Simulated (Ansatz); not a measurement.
# RuH+ (septet): wave-function methods side by side, def2-TZVPP

How much of the correlation energy of RuH+ (septet) does each wave-function method recover here?

The runs use Ansatz 0.2.0, Gaussian basis; def2-TZVPP, core rule «outside noble gas», up to 4 orbitals frozen.

Plan: UHF; CCSD(T) on ROHF; CCSD(T) on UHF; CCSDT(Q) on ROHF; CCSDT(Q) on UHF; CASSCF and MRCISD+Q, 8 electrons in 7 orbitals; CASSCF and MRCISD+Q(relaxed), 8 electrons in 7 orbitals; CASSCF and NEVPT2, 8 electrons in 7 orbitals.

5 further runs of the same task are left out: 5 set aside as unsound or not needed.

### Step 1. The geometry

The geometry is a PBE0/def2-TZVP stationary point (not a proven minimum) of the parent state, kept for this charge and spin. No spin-orbit coupling is included. Elements past krypton take def2 core potentials.

2 atoms, charge 1, spin multiplicity 7.

Atoms are counted from 1 here; the program's logs count them from 0.

Bond lengths: Ru1–H2 1.753 Å.

As a file:

```
atom   x (Å)   y (Å)   z (Å)
 Ru1  0.0000  0.0000  0.0000
  H2  0.0000  0.0000  1.7532
```

In the tables R marks a restricted open-shell determinant and U an unrestricted one; 'valence' is the active space of 8 electrons in 7 orbitals; energies count from the table's Hartree-Fock row.

### Step 2. UHF

The input, in.yaml:

```yaml
crystal:
  periodic: [false, false, false]
  atoms:
    - {symbol: Ru, position_ang: [0.000000, 0.000000, 0.000000]}
    - {symbol: H, position_ang: [0.000000, 0.000000, 1.753200]}
basis:
  gaussian: {orbitals: def2-TZVPP}
total_charge: 1
magnetization: {spin_polarized: true, initial_magnetization: 6}
hamiltonian: {xc: hf}
output: {orbitals: {seedname: orbitals}}
```

Started as:

```console
$ ansatz run in.yaml --threads 1 --pin off --events-out ev --progress --plain --max-ram 4096MiB --backend cpu
```

Log:

```text
Functional definition: HF
  name "HF"
  cite "Fock, Z. Phys. 61, 126 (1930) doi:10.1007/BF01340294"
  parent pbe
  exchange = exact_x
  correlation = 0
521 factors; their error is unknown
mean field evaluation 1: about -2566.5148 eV, gradient 1.4e1 eV
mean field evaluation 2: about -2567.1139 eV, gradient 4.0e0 eV
mean field evaluation 4: about -2567.2077 eV, gradient 3.6e-1 eV
mean field evaluation 8: about -2567.2115 eV, gradient 1.1e-1 eV
mean field evaluation 16: about -2566.5883 eV, gradient 1.4e1 eV
mean field evaluation 32: about -2566.3497 eV, gradient 5.5e-1 eV
mean field evaluation 64: about -2566.2850 eV, gradient 1.9e-3 eV
mean field evaluation 96: about -2566.5148 eV, gradient 1.4e1 eV
mean field -2567.28715784 eV, -94.3460628810 hartree, gradient 6.1e-5 eV, S^2 12.010726; 3 other end points of the search recorded, 0 dependent functions left out
reference -2567.28715784 eV, -94.3460628810 hartree; 11, 5 occupied and 59, 65 virtual orbitals, 521 factors
Total energy: -2567.28715784 eV, -94.3460628810 hartree
```

Run time: 1.1 s. Hardware: 1 thread of AMD EPYC 7R13, shared host.

From the report: ⟨S²⟩ of the determinant 12.011 (pure septet: 12.00).

### Step 3. CCSD(T) on ROHF

The input, in.yaml:

```yaml
crystal:
  periodic: [false, false, false]
  atoms:
    - {symbol: Ru, position_ang: [0.000000, 0.000000, 0.000000]}
    - {symbol: H, position_ang: [0.000000, 0.000000, 1.753200]}
basis:
  gaussian: {orbitals: def2-TZVPP}
total_charge: 1
magnetization: {spin_polarized: false, initial_magnetization: 6}
correlation: {method: ccsd_t, electrons: outside_noble_gas}
output: {forces: true}
```

Launched as before.

Log (excerpt; [...] marks lines left out):

```text
Functional definition: HF
  name "HF"
  cite "Fock, Z. Phys. 61, 126 (1930) doi:10.1007/BF01340294"
  parent pbe
[...]
470 factors; integrals over basis functions are off by at most 1.3e-3 eV
[...]
mean field -2567.12242122 eV, -94.3400089218 hartree, gradient 8.9e-6 eV, S^2 12.000000; 17 other end points of the search recorded, 0 dependent functions left out
[...]
determinant -2567.12242122 eV, -94.3400089218 hartree, with singles and doubles -2571.43366448 eV, -94.4984441894 hartree
determinant -2566.24073980 eV, -94.3076077272 hartree, with singles and doubles -2570.11234573 eV, -94.4498866207 hartree
determinant -2566.17404355 eV, -94.3051566852 hartree, with singles and doubles -2570.01709866 eV, -94.4463863555 hartree
determinant -2564.26760517 eV, -94.2350963669 hartree, with singles and doubles -2568.66757075 eV, -94.3967921195 hartree
determinant -2563.67610580 eV, -94.2133591660 hartree, with singles and doubles -2568.22642024 eV, -94.3805801373 hartree
4 core orbitals not correlated: weight in the atoms' cores, before any rotation towards them, 1.000 or more for the frozen orbitals, at most 0.000 for the correlated occupied ones
reference -2567.12242122 eV, -94.3400089218 hartree; 7, 1 occupied and 59, 65 virtual orbitals, 470 factors
second order -3.92135961 eV of doubles, -0.05801258 eV of singles
cycle   1  -4.24522499 eV  change   -4.3e-1 eV  update   1.7e-2
[...]
cycle  13  -4.25738191 eV  change    1.3e-7 eV  update   3.4e-7
perturbative correction -0.10857501 eV, -0.0039900579 hartree
[...]
Total energy: -2571.48837814 eV, -94.5004548792 hartree
Atom 0 at     0.000000     0.000000     0.000000 Å, force    -0.000000    -0.000000    -0.763290 eV/Å
Atom 1 at     0.000000     0.000000     1.753200 Å, force     0.000000     0.000000     0.763290 eV/Å
Dipole moment:     0.000000     0.000000     0.188302 e Å
```

It took 11 s on 1 thread of AMD EPYC 7R13, shared host; peak memory 0.34 GiB.

From the report: correlation -4.3660 eV; T1 0.014; largest double amplitude 0.04.

### Step 4. CCSD(T) on UHF

in.yaml, as its differences from that of step 3:

```diff
@@ -8,3 +8,3 @@
 total_charge: 1
-magnetization: {spin_polarized: false, initial_magnetization: 6}
+magnetization: {spin_polarized: true, initial_magnetization: 6}
 correlation: {method: ccsd_t, electrons: outside_noble_gas}
```

Same command.

Log (excerpt; [...] marks lines left out):

```text
Functional definition: HF
  name "HF"
  cite "Fock, Z. Phys. 61, 126 (1930) doi:10.1007/BF01340294"
  parent pbe
[...]
470 factors; integrals over basis functions are off by at most 1.3e-3 eV
[...]
mean field -2567.28739150 eV, -94.3460714677 hartree, gradient 2.0e-6 eV, S^2 12.010726; 14 other end points of the search recorded, 0 dependent functions left out
determinant -2567.28739150 eV, -94.3460714677 hartree, with singles and doubles -2571.48809126 eV, -94.5004443367 hartree
determinant -2566.34976483 eV, -94.3116143233 hartree, with singles and doubles -2570.19887688 eV, -94.4530665819 hartree
determinant -2566.28527641 eV, -94.3092444175 hartree, with singles and doubles -2570.10506743 eV, -94.4496191482 hartree
determinant -2564.41430080 eV, -94.2404873319 hartree, with singles and doubles -2568.71433904 eV, -94.3985108226 hartree
determinant -2564.05497362 eV, -94.2272823017 hartree, with singles and doubles -2568.23220493 eV, -94.3807927208 hartree
4 core orbitals not correlated: weight in the atoms' cores, before any rotation towards them, 0.999 or more for the frozen orbitals, at most 0.000 for the correlated occupied ones
reference -2567.28739150 eV, -94.3460714677 hartree; 7, 1 occupied and 59, 65 virtual orbitals, 470 factors
second order -3.84849852 eV of doubles, -0.00000000 eV of singles
cycle   1  -4.14003001 eV  change   -4.3e-1 eV  update   1.6e-2
[...]
cycle  15  -4.14921162 eV  change   -8.3e-8 eV  update   2.8e-7
perturbative correction -0.10686040 eV, -0.0039270472 hartree
[...]
Total energy: -2571.54346351 eV, -94.5024792294 hartree
Atom 0 at     0.000000     0.000000     0.000000 Å, force    -0.000000    -0.000000    -0.769880 eV/Å
Atom 1 at     0.000000     0.000000     1.753200 Å, force    -0.000000     0.000000     0.769880 eV/Å
Dipole moment:     0.000000     0.000000     0.195493 e Å
```

Run time: 11 s. Hardware: 1 thread of AMD EPYC 7R13, shared host; peak memory 0.35 GiB.

From the report: ⟨S²⟩ of the determinant 12.011 (pure septet: 12.00); correlation -4.2561 eV; T1 0.014; largest double amplitude 0.03.

### Step 5. CCSDT(Q) on ROHF

The input, in.yaml:

```yaml
crystal:
  periodic: [false, false, false]
  atoms:
    - {symbol: Ru, position_ang: [0.000000, 0.000000, 0.000000]}
    - {symbol: H, position_ang: [0.000000, 0.000000, 1.753200]}
basis:
  gaussian: {orbitals: def2-TZVPP}
total_charge: 1
magnetization: {spin_polarized: false, initial_magnetization: 6}
correlation: {method: ccsdt_q, electrons: outside_noble_gas}
```

Started as:

```console
$ ansatz run in.yaml --threads 2 --pin off --events-out ev --progress --plain --max-ram 24576MiB --backend cuda --devices 0, --max-vram 18GiB
```

Log (excerpt; [...] marks lines left out):

```text
Functional definition: HF
  name "HF"
  cite "Fock, Z. Phys. 61, 126 (1930) doi:10.1007/BF01340294"
  parent pbe
[...]
821 factors; integrals over basis functions are off by at most 2.0e-7 eV
[...]
mean field -2567.12243021 eV, -94.3400092522 hartree, gradient 8.9e-6 eV, S^2 12.000000; 17 other end points of the search recorded, 0 dependent functions left out
[...]
determinant -2567.12243021 eV, -94.3400092522 hartree, with singles and doubles -2571.43367051 eV, -94.4984444110 hartree
determinant -2566.24075194 eV, -94.3076081735 hartree, with singles and doubles -2570.11235343 eV, -94.4498869037 hartree
determinant -2566.17405692 eV, -94.3051571767 hartree, with singles and doubles -2570.01710741 eV, -94.4463866771 hartree
determinant -2564.26761435 eV, -94.2350967045 hartree, with singles and doubles -2568.66757387 eV, -94.3967922343 hartree
determinant -2563.67611665 eV, -94.2133595648 hartree, with singles and doubles -2568.22237999 eV, -94.3804316609 hartree
4 core orbitals not correlated: weight in the atoms' cores, before any rotation towards them, 1.000 or more for the frozen orbitals, at most 0.000 for the correlated occupied ones
reference -2567.12243021 eV, -94.3400092522 hartree; 7, 1 occupied and 59, 65 virtual orbitals, 821 factors
second order -3.92135799 eV of doubles, -0.05801272 eV of singles
cycle   1  -4.17118897 eV  change   -1.9e-1 eV  update   4.5e-2
[...]
cycle  15  -4.37367450 eV  change    8.5e-7 eV  update   8.2e-7
perturbative correction -0.00306236 eV, -0.0001125397 hartree
Total energy: -2571.49916707 eV, -94.5008513650 hartree
```

It took 13 s on 1 × H100 (card shared with other runs) with 2 threads of AMD EPYC 7R13, shared host; peak host memory 0.86 GiB.

From the report: correlation -4.3767 eV; T1 0.014; largest double amplitude 0.04.

### Step 6. CCSDT(Q) on UHF

in.yaml, as its differences from that of step 5:

```diff
@@ -8,3 +8,3 @@
 total_charge: 1
-magnetization: {spin_polarized: false, initial_magnetization: 6}
+magnetization: {spin_polarized: true, initial_magnetization: 6}
 correlation: {method: ccsdt_q, electrons: outside_noble_gas}
```

Launched as before.

Log (excerpt; [...] marks lines left out):

```text
Functional definition: HF
  name "HF"
  cite "Fock, Z. Phys. 61, 126 (1930) doi:10.1007/BF01340294"
  parent pbe
[...]
821 factors; integrals over basis functions are off by at most 2.0e-7 eV
[...]
mean field -2567.28740083 eV, -94.3460718106 hartree, gradient 2.0e-6 eV, S^2 12.010726; 14 other end points of the search recorded, 0 dependent functions left out
determinant -2567.28740083 eV, -94.3460718106 hartree, with singles and doubles -2571.48809658 eV, -94.5004445320 hartree
determinant -2566.34977702 eV, -94.3116147712 hartree, with singles and doubles -2570.19888486 eV, -94.4530668753 hartree
determinant -2566.28528971 eV, -94.3092449061 hartree, with singles and doubles -2570.10507598 eV, -94.4496194625 hartree
determinant -2564.41431118 eV, -94.2404877134 hartree, with singles and doubles -2568.71434121 eV, -94.3985109022 hartree
determinant -2564.05498473 eV, -94.2272827099 hartree, with singles and doubles -2568.23221079 eV, -94.3807929363 hartree
4 core orbitals not correlated: weight in the atoms' cores, before any rotation towards them, 0.999 or more for the frozen orbitals, at most 0.000 for the correlated occupied ones
reference -2567.28740083 eV, -94.3460718106 hartree; 7, 1 occupied and 59, 65 virtual orbitals, 821 factors
second order -3.84849642 eV of doubles, -0.00000000 eV of singles
cycle   1  -4.04770712 eV  change   -2.0e-1 eV  update   4.5e-2
[...]
cycle  16  -4.26386569 eV  change   -8.7e-8 eV  update   4.5e-7
perturbative correction -0.00295240 eV, -0.0001084986 hartree
Total energy: -2571.55421892 eV, -94.5028744832 hartree
```

Wall time 14 s (1 × H100 (card shared with other runs) with 2 threads of AMD EPYC 7R13, shared host); peak host memory 0.86 GiB.

From the report: ⟨S²⟩ of the determinant 12.011 (pure septet: 12.00); correlation -4.2668 eV; T1 0.014; largest double amplitude 0.04.

### Step 7. CASSCF and MRCISD+Q, 8 electrons in 7 orbitals

The input, in.yaml:

```yaml
crystal:
  periodic: [false, false, false]
  atoms:
    - {symbol: Ru, position_ang: [0.000000, 0.000000, 0.000000]}
    - {symbol: H, position_ang: [0.000000, 0.000000, 1.753200]}
basis:
  gaussian: {orbitals: def2-TZVPP}
total_charge: 1
magnetization: {spin_polarized: false, initial_magnetization: 6}
correlation: {method: fic_mrcisd_q, electrons: outside_noble_gas, active_space: {window: {electrons: 8, orbitals: 7}, shells: [{species: H, l: s, shell: 1}, {species: Ru, l: s, shell: 5}, {species: Ru, l: d, shell: 4}]}}
```

Same command.

Log (excerpt; [...] marks lines left out):

```text
Functional definition: HF
  name "HF"
  cite "Fock, Z. Phys. 61, 126 (1930) doi:10.1007/BF01340294"
  parent pbe
[...]
821 factors; integrals over basis functions are off by at most 2.0e-7 eV
[...]
mean field -2567.12243021 eV, -94.3400092522 hartree, gradient 8.9e-6 eV, S^2 12.000000; 15 other end points of the search recorded, 0 dependent functions left out
reference -2567.12243021 eV, -94.3400092522 hartree; 11, 5 occupied and 59, 65 virtual orbitals, 821 factors
state -2567.12243021 eV, -94.3400092522 hartree
contracted CI cycle   1: correlation 0.00000000 eV, 0.0000000000 hartree, residual 2.15e1 eV
contracted CI cycle   2: correlation -4.04075174 eV, -0.1484948876 hartree, residual 2.32e0 eV
contracted CI cycle   3: correlation -4.11243279 eV, -0.1511291174 hartree, residual 5.05e-1 eV
contracted CI cycle   4: correlation -4.11628603 eV, -0.1512707216 hartree, residual 1.25e-1 eV
contracted CI cycle   5: correlation -4.11646606 eV, -0.1512773375 hartree, residual 2.75e-2 eV
contracted CI cycle   6: correlation -4.11647507 eV, -0.1512776685 hartree, residual 6.68e-3 eV
contracted CI cycle   7: correlation -4.11647561 eV, -0.1512776883 hartree, residual 1.46e-3 eV
contracted CI cycle   8: correlation -4.11647564 eV, -0.1512776894 hartree, residual 3.75e-4 eV
state -2567.12243021 eV, -94.3400092522 hartree; corrected -2571.46327891 eV, -94.4995324996 hartree
Total energy: -2571.46327891 eV, -94.4995324996 hartree
Checks for a lower state left out: starts, orbital_swaps
```

Run time: 7 s. Hardware: 1 × H100 (card shared with other runs) with 2 threads of AMD EPYC 7R13, shared host; peak host memory 0.78 GiB.

From the report: 4 determinants; active occupations 2.00, 1.00, 1.00, 1.00, 1.00, 1.00, 1.00.

### Step 8. CASSCF and MRCISD+Q(relaxed), 8 electrons in 7 orbitals

The input, in.yaml:

```yaml
crystal:
  periodic: [false, false, false]
  atoms:
    - {symbol: Ru, position_ang: [0.000000, 0.000000, 0.000000]}
    - {symbol: H, position_ang: [0.000000, 0.000000, 1.753200]}
basis:
  gaussian: {orbitals: def2-TZVPP}
total_charge: 1
magnetization: {spin_polarized: false, initial_magnetization: 6}
correlation: {method: fic_mrcisd_q_relaxed, electrons: outside_noble_gas, active_space: {window: {electrons: 8, orbitals: 7}, shells: [{species: H, l: s, shell: 1}, {species: Ru, l: s, shell: 5}, {species: Ru, l: d, shell: 4}]}}
```

Launched as before.

Log (excerpt; [...] marks lines left out):

```text
Functional definition: HF
  name "HF"
  cite "Fock, Z. Phys. 61, 126 (1930) doi:10.1007/BF01340294"
  parent pbe
[...]
821 factors; integrals over basis functions are off by at most 2.0e-7 eV
[...]
mean field -2567.12243021 eV, -94.3400092522 hartree, gradient 8.9e-6 eV, S^2 12.000000; 15 other end points of the search recorded, 0 dependent functions left out
reference -2567.12243021 eV, -94.3400092522 hartree; 11, 5 occupied and 59, 65 virtual orbitals, 821 factors
state -2567.12243021 eV, -94.3400092522 hartree
contracted CI cycle   1: correlation 0.00000000 eV, 0.0000000000 hartree, residual 2.15e1 eV
contracted CI cycle   2: correlation -4.04075174 eV, -0.1484948876 hartree, residual 2.32e0 eV
contracted CI cycle   3: correlation -4.11286930 eV, -0.1511451589 hartree, residual 4.93e-1 eV
contracted CI cycle   4: correlation -4.11660922 eV, -0.1512825986 hartree, residual 1.27e-1 eV
contracted CI cycle   5: correlation -4.11682134 eV, -0.1512903937 hartree, residual 4.20e-2 eV
contracted CI cycle   6: correlation -4.11685006 eV, -0.1512914491 hartree, residual 1.39e-2 eV
contracted CI cycle   7: correlation -4.11685281 eV, -0.1512915504 hartree, residual 4.17e-3 eV
contracted CI cycle   8: correlation -4.11685305 eV, -0.1512915592 hartree, residual 1.23e-3 eV
state -2567.12243021 eV, -94.3400092522 hartree; corrected -2571.46355727 eV, -94.4995427291 hartree
Total energy: -2571.46355727 eV, -94.4995427291 hartree
Checks for a lower state left out: starts, orbital_swaps
```

Wall time 7.5 s (1 × H100 (card shared with other runs) with 2 threads of AMD EPYC 7R13, shared host); peak host memory 0.77 GiB.

From the report: 4 determinants; active occupations 2.00, 1.00, 1.00, 1.00, 1.00, 1.00, 1.00.

### Step 9. CASSCF and NEVPT2, 8 electrons in 7 orbitals

The input, in.yaml:

```yaml
crystal:
  periodic: [false, false, false]
  atoms:
    - {symbol: Ru, position_ang: [0.000000, 0.000000, 0.000000]}
    - {symbol: H, position_ang: [0.000000, 0.000000, 1.753200]}
basis:
  gaussian: {orbitals: def2-TZVPP}
total_charge: 1
magnetization: {spin_polarized: false, initial_magnetization: 6}
correlation: {method: sc_nevpt2, electrons: outside_noble_gas, active_space: {window: {electrons: 8, orbitals: 7}, shells: [{species: H, l: s, shell: 1}, {species: Ru, l: s, shell: 5}, {species: Ru, l: d, shell: 4}]}}
```

Started as:

```console
$ ansatz run in.yaml --threads 1 --pin off --events-out ev --progress --plain --max-ram 4096MiB --backend cpu
```

Log (excerpt; [...] marks lines left out):

```text
Functional definition: HF
  name "HF"
  cite "Fock, Z. Phys. 61, 126 (1930) doi:10.1007/BF01340294"
  parent pbe
[...]
821 factors; integrals over basis functions are off by at most 1.6e-7 eV
[...]
mean field -2567.12243021 eV, -94.3400092522 hartree, gradient 8.9e-6 eV, S^2 12.000000; 15 other end points of the search recorded, 0 dependent functions left out
reference -2567.12243021 eV, -94.3400092522 hartree; 11, 5 occupied and 59, 65 virtual orbitals, 821 factors
state -2567.12243021 eV, -94.3400092522 hartree
state -2567.12243021 eV, -94.3400092522 hartree; corrected -2570.70071134 eV, -94.4715086582 hartree
Total energy: -2570.70071134 eV, -94.4715086582 hartree
Checks for a lower state left out: starts, orbital_swaps
```

Run time: 2.4 s. Hardware: 1 thread of AMD EPYC 7R13, shared host.

From the report: 4 determinants; active occupations 2.00, 1.00, 1.00, 1.00, 1.00, 1.00, 1.00.

### Step 10. Natural occupations

Natural occupations of the CASSCF valence state about the gap (report; correlated orbitals 1 to 7): 2.000, 1.000, 1.000, 1.000, 1.000, 1.000, 1.000. The count of effectively unpaired electrons, Σ n²(2 − n)², is 6.00; a single determinant of this spin has 6.

### Step 11. The ladder

No level here is safe as a reference; RCCSDT(Q) serves as a yardstick only. Rows without a time come out of other runs: HF, MP2 and CCSD of CCSD(T), CCSDT of CCSDT(Q), CASSCF and MRCISD of the multireference runs. The times of RCCSD(T), UCCSD(T) include forces.

```
                   method  energy from the lowest RHF (kJ/mol)  from RCCSDT(Q) (kJ/mol)         time
                      RHF                                  0.0                   +422.3             
                      UHF                                -15.9                   +406.4             
                     RMP2                               -384.0                    +38.3             
                     UMP2                               -387.2                    +35.1             
                    RCCSD                               -410.8                    +11.5             
                    UCCSD                               -416.3                     +6.0             
                 RCCSD(T)                               -421.3                     +1.0         11 s
                 UCCSD(T)                               -426.6                     -4.3         11 s
                   RCCSDT                               -422.0                     +0.3             
                   UCCSDT                               -427.3                     -5.0             
                RCCSDT(Q)                               -422.3                        0   13 s (GPU)
                UCCSDT(Q)                               -427.6                     -5.3   14 s (GPU)
           CASSCF valence                                  0.0                   +422.3             
           NEVPT2 valence                               -345.3                    +77.0        2.4 s
           MRCISD valence                               -397.2                    +25.1             
         MRCISD+Q valence                               -418.8                     +3.5    7 s (GPU)
MRCISD+Q(relaxed) valence                               -418.9                     +3.4  7.5 s (GPU)
```

Some runs used a GPU and others CPU threads alone; cost is compared among the CPU runs only.

### Step 12. What came out

```
                                quantity         value
          RCCSDT(Q) below the RHF energy    -4.3767 eV
                     RMP2 from RCCSDT(Q)  +38.3 kJ/mol
                     UMP2 from RCCSDT(Q)  +35.1 kJ/mol
                    RCCSD from RCCSDT(Q)  +11.5 kJ/mol
                 RCCSD(T) from RCCSDT(Q)   +1.0 kJ/mol
                 UCCSD(T) from RCCSDT(Q)   -4.3 kJ/mol
                UCCSDT(Q) from RCCSDT(Q)   -5.3 kJ/mol
           NEVPT2 valence from RCCSDT(Q)  +77.0 kJ/mol
         MRCISD+Q valence from RCCSDT(Q)   +3.5 kJ/mol
MRCISD+Q(relaxed) valence from RCCSDT(Q)   +3.4 kJ/mol
                           T1 diagnostic         0.014
          effectively unpaired electrons          6.00
```

What this shows: RCCSD(T) misses by +1.0 kJ/mol, 0.2 % of the correlation energy. CCSD(T) misses by +1.0 kJ/mol on the restricted determinant and by -4.3 kJ/mol on the unrestricted one; the two need not hold the same state or core. One determinant dominates.
